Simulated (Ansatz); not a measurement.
# CH8AlN3: the cost of one run

Method: RHF/def2-SVP, in Ansatz 0.2.0.

### 1 The structure to begin with

Bond lengths: N1–C2 1.398 Å, C2–Al3 1.992 Å, Al3–N4 1.915 Å, Al3–N5 1.927 Å, N1–H6 1.107 Å, N1–H7 1.032 Å, C2–H8 1.089 Å, C2–H9 1.158 Å, N4–H10 1.020 Å, N4–H11 1.115 Å, N5–H12 1.073 Å, N5–H13 1.007 Å. Angles (14 of 18 angles, heavy atoms first): N1–C2–Al3 111.1°, C2–Al3–N4 123.3°, C2–Al3–N5 120.2°, N4–Al3–N5 116.4°, N1–C2–H8 110.4°, N1–C2–H9 110.9°, Al3–C2–H8 107.0°, Al3–C2–H9 108.9°, C2–N1–H6 110.1°, C2–N1–H7 112.1°, Al3–N4–H10 105.2°, Al3–N4–H11 101.1°, Al3–N5–H12 108.5°, Al3–N5–H13 107.3°.

Coordinates:

```xyz
13

N    -2.1770   -0.0458    0.3050
C    -1.0200   -0.4084    1.0010
Al    0.6141    0.0200   -0.0545
N     0.9826   -0.7347   -1.7753
N     1.9639    1.1849    0.6777
H    -2.1742    1.0425    0.1034
H    -2.2253   -0.4900   -0.6258
H    -1.0085   -1.4821    1.1844
H    -0.9626    0.1372    2.0207
H     0.9373    0.0496   -2.4265
H     0.0425   -1.3031   -1.9670
H     2.3460    0.7399    1.5758
H     2.7017    1.2551   -0.0040
```

### 2 Relaxing end A

Contents of input.yaml:

```yaml
crystal:
  periodic: [false, false, false]
  atoms:
    - { symbol: "N", position_ang: [-2.177, -0.0458, 0.305] }
    - { symbol: C, position_ang: [-1.02, -0.4084, 1.001] }
    - { symbol: Al, position_ang: [0.6141, 0.02, -0.0545] }
    - { symbol: "N", position_ang: [0.9826, -0.7347, -1.7753] }
    - { symbol: "N", position_ang: [1.9639, 1.1849, 0.6777] }
    - { symbol: H, position_ang: [-2.1742, 1.0425, 0.1034] }
    - { symbol: H, position_ang: [-2.2253, -0.49, -0.6258] }
    - { symbol: H, position_ang: [-1.0085, -1.4821, 1.1844] }
    - { symbol: H, position_ang: [-0.9626, 0.1372, 2.0207] }
    - { symbol: H, position_ang: [0.9373, 0.0496, -2.4265] }
    - { symbol: H, position_ang: [0.0425, -1.3031, -1.967] }
    - { symbol: H, position_ang: [2.346, 0.7399, 1.5758] }
    - { symbol: H, position_ang: [2.7017, 1.2551, -0.004] }
basis:
  gaussian: { orbitals: def2-SVP }
hamiltonian:
  xc: hf
relax:
  f_tol: 0.02
  max_steps: 50
```

Run with:

```sh
> ansatz run input.yaml --threads 2 --pin off --max-ram 3072MiB --backend cpu --events-out ev --progress --plain --runs-dir out
```

**Question.** How long does this run take on 2 threads of Arm Neoverse V2, shared host, and how much memory does it need?

About 28 s, with a peak of 0.23 GiB.
